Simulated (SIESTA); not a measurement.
HfB:

```
Hf B
1.0
     0.00000    2.31000    2.31000
     2.31000    0.00000    2.31000
     2.31000    2.31000    0.00000
Hf B
1 1
Direct
  0.50000 0.50000 0.50000
  0.00000 0.00000 0.00000
```

```yaml
Program: SIESTA 5.4.2
Task: single point
Functional: PBEsol
Potentials_or_basis: PseudoDojo 0.4 standard (PBEsol files)
Basis: DZP (energy shift 0.003 Ry; two zetas on semicore shells)
Grid_cutoff: 800 Ry
Energy_shift: 0.003 Ry
k_mesh: 10 × 10 × 10
Occupations: fermi-dirac, width 0.05 eV
Spin: no spin polarisation
```

On this cell: pressure 25.4 GPa; largest force zero by symmetry; band gap on the k mesh none (metal or under the smearing width).

The same run follows on a disturbed copy (atoms moved at random, drawn with an rms of 0.05 Å):

```
Hf B
1.0
     0.00000    2.31000    2.31000
     2.31000    0.00000    2.31000
     2.31000    2.31000    0.00000
Hf B
1 1
Direct
  0.49679 0.51141 0.50846
  0.99035 0.99461 0.99282
```

**Question.** What does the disturbed cell give?

**Answer.** The energy (extrapolated to zero smearing) moves by +31.8 meV/atom; pressure 26.3 GPa; largest force 1.242 eV/Å; band gap on the k mesh none (metal or under the smearing width).

Forces on the atoms (eV/Å):
```
Hf  -0.889 -0.597 -0.629
B    0.889  0.597  0.629
```

Stress tensor (GPa, compression positive):
```
26.87 -0.54 -0.58
-0.54 25.91 -0.38
-0.58 -0.38 26.00
```

Caveats: short orbitals over semicore shells can move pressures by several GPa; the basis of atomic orbitals isn't converged, which shifts pressures, moduli and gaps; so large a pressure means that the cell lies far from this level's equilibrium, or that cutoff or potentials fall short (some runs).
